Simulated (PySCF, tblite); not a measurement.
# C₄H₉BBr₂: geometry, infrared bands and NMR shifts

Aim: predict the infrared bands and NMR shifts of C₄H₉BBr₂ (`CC(C)(BBr)CBr`).

The runs use tblite 0.8.0 and PySCF 2.14.0, with density-fitted response routines of our own; the level of theory stands in each step. All values are computed, except where a source is named. Atoms are numbered from 0 throughout.

### 1 The starting structure

16 atoms, charge 0, multiplicity 1; geometry from: force field or distance geometry start.

Bonds of the start (Å): C0–C1 1.54, C1–C2 1.52, C1–B3 1.62, B3–Br4 2.02, C1–C5 1.56, C5–Br6 1.95, C0–H7 1.11, C0–H8 1.11, C0–H9 1.10, C2–H10 1.11, C2–H11 1.12, C2–H12 1.12, B3–H13 1.18, C5–H14 1.11, C5–H15 1.12.

### 2 Geometry optimisation with GFN2-xTB

Job settings and geometry (Å):

```
{"job": {"kind": "relax", "xc": "GFN2-xTB", "basis": "xTB"}, "charge": 0, "multiplicity": 1}
C      0.259100    -0.906700    -1.225000
C      0.038800     0.043400    -0.032300
C     -0.812300     1.229800    -0.470300
B      1.485100     0.581100     0.461500
Br     2.895700    -0.689600     1.139100
C     -0.669300    -0.741100     1.111100
Br    -0.974400     0.316700     2.721000
H     -0.721900    -1.262300    -1.602200
H      0.859800    -1.794900    -0.935300
H      0.767600    -0.381600    -2.051400
H     -0.354800     1.755900    -1.336300
H     -1.832900     0.883800    -0.788100
H     -0.956000     1.973800     0.355800
H      1.730200     1.730300     0.461600
H     -1.654900    -1.100500     0.762900
H     -0.067500    -1.629200     1.416500
```

Started as:

```bash
$ OMP_NUM_THREADS=1 python probes_run.py task.json out
```

One launch serves the whole session: the jobs run in the order shown.

**Question.** This job is followed by: GFN2-xTB harmonic vibrations, gas phase; GIAO PBE0/pcSseg-1 NMR shielding, non-relativistic, gas phase. What will the session give for the following? strongest single infrared mode (GFN2-xTB); zero-point energy (GFN2-xTB); 13C shifts against TMS (PBE0/pcSseg-1, means over atoms taken as alike); 1H shifts against TMS (PBE0/pcSseg-1, means over atoms taken as alike); 11B shifts against BF3·OEt2 (PBE0/pcSseg-1); 79Br shifts against HBr (PBE0/pcSseg-1); surface potential, 1st and 99th percentile.

As calculated:

| quantity | value |
| --- | --- |
| strongest single infrared mode (GFN2-xTB) | 1068 cm⁻¹, 104 km/mol |
| zero-point energy (GFN2-xTB) | 77.5 kcal/mol |
| 13C shifts against TMS (PBE0/pcSseg-1, means over atoms taken as alike) | 57.9, 39.5, 27.4 ppm |
| 1H shifts against TMS (PBE0/pcSseg-1, means over atoms taken as alike) | 7.75, 3.68, 1.33 ppm |
| 11B shifts against BF3·OEt2 (PBE0/pcSseg-1) | 85.0 ppm |
| 79Br shifts against HBr (PBE0/pcSseg-1) | 526, 270 ppm |
| surface potential, 1st and 99th percentile | -0.65 V and 1.06 V |

In words: Relaxing lowered the energy by 0.313 eV in 48 steps; the close pair that moved most is B3–Br4, from 2.016 to 1.858 Å. All 42 modes are real, so the xTB geometry is a minimum. The strongest single mode, at 1068 cm⁻¹, moves mainly H13. Unscaled tight-binding wavenumbers are off by several per cent, some by more. Its intensities can rank the bands wrongly. C5 stands next to heavy halogen, whose spin-orbit shielding this run leaves out, so the computed shift lies too far downfield, most of all for carbon beside Br or I. At PBE0/pcSseg-1: Shielding is most anisotropic at Br4 (span 1558 ppm, paramagnetic term -1028 ppm). At PBE0/pcSseg-1, counted by nearest atom on the grid, the HOMO lies on Br6 55 %; Br4 18 %, the LUMO on B3 54 %; Br4 15 %. Spin-orbit coupling is left out, which matters for shieldings and couplings at and beside the heavy atoms.
